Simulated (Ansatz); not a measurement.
# C₄H₁₁ClFGaSi: basis-set convergence

Aim: see how fast density functionals converge with the basis set for C₄H₁₁ClFGaSi.

Method: one geometry, several basis sets; program: Ansatz 0.2.0, Gaussian basis.

Levels to be run: PBE0-D4/def2-SVP; ωB97M-V/def2-SVP; PBE0-D4/def2-QZVPP; ωB97M-V/def2-QZVPP; the functionals' def2-TZVPP values are taken from earlier runs.

### 1 The geometry

The geometry comes from an earlier relaxation with PBE0-D4 in a triple-zeta def2 set; it is a stationary point, not always the lowest conformer.

SMILES `C[Si](C)(C)[CH2][Ga]([F])[Cl]`, 19 atoms, charge 0, spin multiplicity 1.

Atoms are counted from 1 here; the program's logs count them from 0.

Bond lengths: C1–Si2 1.871 Å, C1–H9 1.094 Å, C1–H10 1.093 Å, C1–H11 1.093 Å, Si2–C3 1.876 Å, Si2–C4 1.870 Å, Si2–C5 1.889 Å, C3–H12 1.096 Å, C3–H13 1.094 Å, C3–H14 1.093 Å, C4–H15 1.093 Å, C4–H16 1.093 Å, C4–H17 1.093 Å, C5–Ga6 1.931 Å, C5–H18 1.093 Å, C5–H19 1.094 Å, Ga6–F7 1.752 Å, Ga6–Cl8 2.138 Å. Angles: Si2–C1–H9 110.9°, Si2–C1–H10 111.1°, Si2–C1–H11 111.2°, H9–C1–H10 107.8°, H9–C1–H11 107.8°, H10–C1–H11 107.9°, C1–Si2–C3 110.0°, C1–Si2–C4 110.6°, C1–Si2–C5 109.2°, C3–Si2–C4 109.9°, C3–Si2–C5 108.5°, C4–Si2–C5 108.6°, Si2–C3–H12 111.9°, Si2–C3–H13 111.6°, Si2–C3–H14 110.9°, H12–C3–H13 107.8°, H12–C3–H14 106.8°, H13–C3–H14 107.6° and more.

### 2 PBE0-D4 in def2-SVP

File in.yaml:

```yaml
crystal:
  periodic: [false, false, false]
  atoms:
    - {symbol: C, position_ang: [-0.452815, -2.263855, -0.111064]}
    - {symbol: Si, position_ang: [-0.031546, -0.459796, 0.152186]}
    - {symbol: C, position_ang: [1.794742, -0.174372, -0.167078]}
    - {symbol: C, position_ang: [-0.464459, 0.070834, 1.892055]}
    - {symbol: C, position_ang: [-1.023783, 0.591908, -1.062677]}
    - {symbol: Ga, position_ang: [-0.287764, 2.371301, -1.205632]}
    - {symbol: F, position_ang: [0.603202, 2.906207, -2.615750]}
    - {symbol: Cl, position_ang: [-0.337290, 3.875366, 0.313220]}
    - {symbol: H, position_ang: [0.093423, -2.898033, 0.592680]}
    - {symbol: H, position_ang: [-1.520882, -2.444091, 0.036015]}
    - {symbol: H, position_ang: [-0.194110, -2.587030, -1.122762]}
    - {symbol: H, position_ang: [2.095337, 0.852394, 0.068952]}
    - {symbol: H, position_ang: [2.056418, -0.367211, -1.211164]}
    - {symbol: H, position_ang: [2.406734, -0.833305, 0.454822]}
    - {symbol: H, position_ang: [-1.522727, -0.102244, 2.105361]}
    - {symbol: H, position_ang: [-0.263071, 1.134214, 2.047720]}
    - {symbol: H, position_ang: [0.119025, -0.491162, 2.626264]}
    - {symbol: H, position_ang: [-1.007741, 0.152837, -2.063937]}
    - {symbol: H, position_ang: [-2.062692, 0.666038, -0.729192]}
basis:
  gaussian: {orbitals: def2-SVP}
hamiltonian: {xc: pbe0, dispersion: d4}
output: {orbitals: {seedname: orbitals}}
```

Launch:

```sh
> ansatz run in.yaml --threads 4 --pin off --events-out ev --progress --plain --max-ram 66560MiB --backend cpu
```

After this run come: ωB97M-V in def2-SVP; PBE0-D4 in def2-QZVPP; ωB97M-V in def2-QZVPP.

Before running them: what should the planned runs give, taken together? Wanted: PBE0-D4: double and triple zeta above quadruple; ωB97M-V: double and triple zeta above quadruple.

The runs gave:

```
                                       quantity           value
PBE0-D4: double and triple zeta above quadruple  24.22, 2.23 eV
ωB97M-V: double and triple zeta above quadruple  24.43, 2.13 eV
```

In words: For PBE0-D4 the step from double to triple zeta gains 21.99 eV and the next only 2.23 eV. These are total energies; as a rule much of such shifts cancels in differences, which this series doesn't test.
